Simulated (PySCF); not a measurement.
**Cu₃: relaxation and vibrations of the quartet**

Aim: relax Cu₃ as a quartet from a equilateral triangle start, check by its vibrations whether the end is a minimum, and collect its spectrum and constants.

Computed with PySCF 2.14.0. Level: B3LYP, basis Cu def2-TZVP, no relativity, density fitting.

**1. Starting geometry**

3 atoms, charge 0, spin multiplicity 4.

Bond lengths: Cu1–Cu2 2.240 Å, Cu1–Cu3 2.240 Å, Cu2–Cu3 2.240 Å. Angles: Cu2–Cu1–Cu3 60.0°, Cu1–Cu2–Cu3 60.0°, Cu1–Cu3–Cu2 60.0°.

Coordinates in bohr (charge 0 multiplicity 4):
```
Cu    1.2220   -2.1165    0.0000
Cu   -2.4439    0.0000    0.0000
Cu    1.2220    2.1165    0.0000
```

**2. Finding the electronic state**

One driver script runs all steps and calls PySCF; scf.py shows how it sets up the SCF of each step. The optimiser is the driver's own. After this first run the driver tries any further starts and a stability analysis.

Contents of scf.py:

```python
from pyscf import gto, scf, dft
mol = gto.M(atom='''
Cu     0.646630    -1.120000     0.000000
Cu    -1.293270     0.000000     0.000000
Cu     0.646630     1.120000     0.000000''',
    basis={'Cu': 'def2-TZVP'},
    charge=0, spin=3)
mf = dft.UKS(mol, xc='B3LYP')
mf.grids.atom_grid = (50, 194)
aux = {'Cu': 'def2-universal-JKFIT'}
mf = mf.density_fit(auxbasis=aux)
mf.conv_tol = 1e-08
mf.diis_space = 10
mf.max_cycle = 60
mf.init_guess = 'minao'
mf.verbose = 4
mf.kernel()
```

Command:

```sh
$ OMP_NUM_THREADS=4 python axn.py task.json out
```

The log of the run:

```text
init E= -4920.85654080398
[... the frontier-level lines of each cycle are left out ...]
cycle= 1 E= -4917.78691488301  delta_E= 3.07  |g|= 4.63  |ddm|= 2.92
cycle= 2 E= -4910.36570202388  delta_E= 7.42  |g|= 8.44  |ddm|= 6.39
cycle= 3 E= -4921.12029632274  delta_E= -10.8  |g|= 1.53  |ddm|= 3.78
cycle= 4 E= -4921.60982543168  delta_E= -0.49  |g|= 0.147  |ddm|= 1.74
cycle= 5 E= -4921.61551479466  delta_E= -0.00569  |g|= 0.034  |ddm|= 0.118
cycle= 6 E= -4921.6159180671  delta_E= -0.000403  |g|= 0.0176  |ddm|= 0.0509
cycle= 7 E= -4921.61588414471  delta_E= 3.39e-05  |g|= 0.0295  |ddm|= 0.0256
cycle= 8 E= -4921.61610123732  delta_E= -0.000217  |g|= 0.00398  |ddm|= 0.0226
cycle= 9 E= -4921.61612051488  delta_E= -1.93e-05  |g|= 0.0029  |ddm|= 0.0119
cycle= 10 E= -4921.61612631891  delta_E= -5.8e-06  |g|= 0.00133  |ddm|= 0.0061
cycle= 11 E= -4921.61612806525  delta_E= -1.75e-06  |g|= 0.000802  |ddm|= 0.00436
cycle= 12 E= -4921.61612850348  delta_E= -4.38e-07  |g|= 0.000167  |ddm|= 0.0015
cycle= 13 E= -4921.61612866149  delta_E= -1.58e-07  |g|= 0.000258  |ddm|= 0.00143
cycle= 14 E= -4921.61612874224  delta_E= -8.08e-08  |g|= 0.000236  |ddm|= 0.001
cycle= 15 E= -4921.61612879758  delta_E= -5.53e-08  |g|= 0.000241  |ddm|= 0.000724
cycle= 16 E= -4921.61612871408  delta_E= 8.35e-08  |g|= 0.000238  |ddm|= 0.00109
cycle= 17 E= -4921.61612860192  delta_E= 1.12e-07  |g|= 0.000235  |ddm|= 0.0015
cycle= 18 E= -4921.61612702589  delta_E= 1.58e-06  |g|= 0.000654  |ddm|= 0.0269
cycle= 19 E= -4921.61612744633  delta_E= -4.2e-07  |g|= 0.000567  |ddm|= 0.00912
cycle= 20 E= -4921.61612731864  delta_E= 1.28e-07  |g|= 0.0002  |ddm|= 0.00419
cycle= 21 E= -4921.61612626995  delta_E= 1.05e-06  |g|= 0.00131  |ddm|= 0.0285
cycle= 22 E= -4921.6161263851  delta_E= -1.15e-07  |g|= 0.00108  |ddm|= 0.00285
cycle= 23 E= -4921.61612664074  delta_E= -2.56e-07  |g|= 0.000285  |ddm|= 0.000987
cycle= 24 E= -4921.61612666833  delta_E= -2.76e-08  |g|= 2.67e-05  |ddm|= 0.00411
cycle= 25 E= -4921.61612664896  delta_E= 1.94e-08  |g|= 0.000224  |ddm|= 0.00253
cycle= 26 E= -4921.61612665587  delta_E= -6.91e-09  |g|= 0.000148  |ddm|= 0.000341
cycle= 27 E= -4921.61612666462  delta_E= -8.75e-09  |g|= 4.93e-05  |ddm|= 0.00153
Extra cycle  E= -4921.61612665557  delta_E= 9.05e-09  |g|= 0.000224  |ddm|= 0.000143
converged SCF energy = -4921.61612665557  <S^2> = 3.7550861  2S+1 = 4.0025423
```

This step, with its further starts and checks, needed 26 s of wall time on 4 threads of Arm Neoverse V2, shared host.

Energies from each starting density:

```
                      start   energy (Eh)
    the minimal-basis guess  -4921.616127
a thermally smeared density  -4921.636605
      a smeared PBE density  -4921.636605
```

This is not the lowest solution: one lies 53.8 kJ/mol lower, at -4921.63660 Eh, and the relaxation starts from that.

**3. Relaxing the quartet from the equilateral triangle start**

The program finds D3h symmetry in the start, which this walk keeps. Threshold on the gradient: 0.0003 Eh/bohr, with a further test on the energy change.

Changes to scf.py since step 2:

```diff
@@ -3,3 +3,3 @@
-Cu     0.646630    -1.120000     0.000000
-Cu    -1.293270     0.000000     0.000000
-Cu     0.646630     1.120000     0.000000''',
+Cu     0.646633    -1.120001     0.000000
+Cu    -1.293266     0.000000     0.000000
+Cu     0.646633     1.120001     0.000000''',
@@ -15 +14,0 @@
-mf.init_guess = 'minao'
```

Energy and gradient, step by step:

```csv
step,energy (Eh),change (kJ/mol),largest symmetric gradient (Eh/bohr)
0,-4921.636605,0.00,0.03288
1,-4921.640407,-9.98,0.02194
2,-4921.644030,-19.49,0.00559
3,-4921.644347,-20.33,0.00131
4,-4921.644367,-20.38,0.00012
5,-4921.644367,-20.38,0.00000
```

The walk took 26 s.

Geometry (Å) and forces (eV/Å) at some steps:

```
step 0
Cu   0.647  -1.120   0.000   0.838  -1.477   0.000
Cu  -1.293   0.000   0.000  -1.676   0.000   0.000
Cu   0.647   1.120   0.000   0.838   1.477   0.000
step 1
Cu   0.659  -1.141   0.000   0.556  -0.991   0.000
Cu  -1.318   0.000   0.000  -1.112   0.000   0.000
Cu   0.659   1.141   0.000   0.556   0.991   0.000
step 3
Cu   0.691  -1.197   0.000   0.031  -0.064   0.000
Cu  -1.382   0.000   0.000  -0.061   0.000   0.000
Cu   0.691   1.197   0.000   0.031   0.064   0.000
step 5
Cu   0.694  -1.202   0.000  -0.003  -0.005   0.000
Cu  -1.388   0.000   0.000   0.006   0.000   0.000
Cu   0.694   1.202   0.000  -0.003   0.005   0.000
```

After 5 steps and 20.4 kJ/mol it ends at D3h: Cu–Cu 2.404 Å (×3); Cu–Cu–Cu 60.0° (×3).

**4. Frequencies**

The point is checked on the finer grid, and tightened if its gradient asks for it. The Hessian and the dipole derivatives come from central differences of analytic gradients, with steps of 0.02 bohr.

Changes to scf.py since step 3:

```diff
@@ -3,3 +3,3 @@
-Cu     0.646633    -1.120001     0.000000
-Cu    -1.293266     0.000000     0.000000
-Cu     0.646633     1.120001     0.000000''',
+Cu     0.694446    -1.202816     0.000000
+Cu    -1.388892    -0.000000     0.000000
+Cu     0.694446     1.202816     0.000000''',
@@ -9 +9 @@
-mf.grids.atom_grid = (50, 194)
+mf.grids.atom_grid = (75, 302)
@@ -12 +12 @@
-mf.conv_tol = 1e-08
+mf.conv_tol = 1e-10
```

This SCF starts from the last density.

Log of the central SCF (cycles and frontier levels):

```text
init E= -4921.64399084875
[... the frontier-level lines of each cycle are left out ...]
cycle= 1 E= -4921.64399084875  delta_E= -1.82e-12  |g|= 5.48e-06  |ddm|= 2.7e-06
Extra cycle  E= -4921.64399084861  delta_E= 1.36e-10  |g|= 2.59e-05  |ddm|= 1.29e-05
converged SCF energy = -4921.64399084861  <S^2> = 3.7658167  2S+1 = 4.0079006
```

The whole step took 62 s.

Geometry: D3h; Cu–Cu 2.406 Å (×3); Cu–Cu–Cu 60.0° (×3).

Harmonic modes (main isotopes):

```json
{"symmetry": "e'", "ω (cm⁻¹)": "161", "IR (km/mol)": "0.2", "μ (u)": "62.93"}
{"symmetry": "a1'", "ω (cm⁻¹)": "226", "IR (km/mol)": "0.0", "μ (u)": "62.93"}
```

μ is the mass of the mode for normalised Cartesian displacements, not the reduced mass of the usual diatomic formula.

All wavenumbers are real: a minimum.

Properties at this point:

| Quantity | Value |
| --- | --- |
| Dipole moment | 0.00 D |
| Highest occupied level | -4.80 eV |
| Lowest empty level | -5.57 eV |
| Rotational constants | 0.09258, 0.09258, 0.04629 cm⁻¹ |
| Zero-point energy | 3.3 kJ/mol |
| Principal polarisabilities | 64.6, 146.7, 146.7 bohr³ |
| Atomisation energy without zero-point energy | 46 kJ/mol |
| Principal traceless quadrupole moments about the centre of mass | -0.33, -0.33, 0.66 D Å |
| Entropy at 298.15 K and 1 bar (electronic part: spin only) | 316.4 J/(mol K) |
| Heat capacity Cp at 298.15 K | 56.6 J/(mol K) |
| Enthalpy at 298.15 K above 0 K | 14.56 kJ/mol |
| Rotational symmetry number | 6 |
| Spin squared ⟨S²⟩ | 3.766 |

Charges (e) and bond orders:

```
 atom  Mulliken  Löwdin  polar tensor  spin (Mulliken)  Mayer order to Cu1
  Cu1      0.00    0.00          0.00             1.00                   –
Cu2,3      0.00    0.00          0.00             1.00                0.62
```

Outer orbital energies (eV). α occupied: -8.98, -8.95, -8.95, -8.94, -8.94, -8.13, -4.80, -4.80; empty: -1.18, -0.53, -0.32, -0.32. β occupied: -8.70, -8.70, -8.63, -8.59, -8.59, -8.02, -8.02, -7.60; empty: -5.57, -2.95, -2.95, -0.57.

Mulliken populations on Cu1: s 7.25, p 12.17, d 9.59, f 0.00.

**5. What came out**

```
                                          quantity                                    value
                                           minimum                             quartet, D3h
                                          geometry  Cu–Cu 2.406 Å (×3); Cu–Cu–Cu 60.0° (×3)
                                wavenumbers (cm⁻¹)                      161 (e'), 226 (a1')
                                     dipole moment                                   0.00 D
highest occupied, lowest empty level (either spin)                          -4.80, -5.57 eV
                        polar-tensor charge of Cu1                                  +0.00 e
                                 zero-point energy                               3.3 kJ/mol
                               entropy at 298.15 K                          316.4 J/(mol K)
         atomisation energy (no zero-point energy)                                46 kJ/mol
                                              ⟨S²⟩                                    3.766
```

What this shows: The equilateral triangle start keeps its D3h symmetry and ends in a minimum. An empty level of one spin lies below a filled level of the other, which hints that a lower spin is more stable. The first SCF alone would have been 54 kJ/mol too high. Only this shape and spin were tried, so other structures or states may lie lower. One determinant may miss the lowest occupation of an open d or f shell.

The search up to here took 1.9 min.
